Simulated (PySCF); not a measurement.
# BrH7Si4: the cost of one run

Computed with PySCF 2.14.0, with density-fitted response routines of our own, on a single molecule in the gas phase. Atoms are numbered from 0 throughout.

### 1 Starting geometry

12 atoms, charge 0, multiplicity 1; geometry from: GFN2-xTB. The atoms were then displaced at random by about 0.01 Å, so the start is not that level's minimum.

Bonds of the start (Å): Br0–Si1 2.29, Si1–Si2 2.38, Si2–Si3 2.34, Si3–Si4 2.33, Si4–Si1 2.37, Si1–H5 1.47, Si2–H6 1.46, Si2–H7 1.47, Si3–H8 1.45, Si3–H9 1.50, Si4–H10 1.48, Si4–H11 1.46.

### 2 Geometry optimisation at PBE0-D3(BJ)/def2-SVP

The job: settings as JSON, then the geometry in Å.

```
{"job": {"xc": "PBE0", "basis": "def2-SVP", "d3": "d3bj", "grid": 1, "shake": 0.01, "kind": "geom"}, "charge": 0, "multiplicity": 1}
Br     2.969730     1.433520    -0.419270
Si     1.242960     0.579460     0.812010
Si    -0.852780     1.466110     0.106820
Si    -1.326900    -0.636660    -0.812700
Si     0.648040    -1.568450     0.003380
H      1.818930     0.824850     2.139430
H     -1.648880     1.887130     1.255210
H     -0.777050     2.650150    -0.762310
H     -1.529180    -0.668970    -2.246340
H     -2.591600    -1.258410    -0.285430
H      0.501970    -2.536090     1.115750
H      1.584450    -2.200910    -0.915580
```

Started as:

```sh
OMP_NUM_THREADS=1 python probes_run.py task.json out
```

This one command runs all jobs of the session in turn.

Q: Estimate the wall time and peak memory of this first job on 1 thread of Arm Neoverse V2, shared host.

About 2.3 min, with a peak of 0.68 GiB.
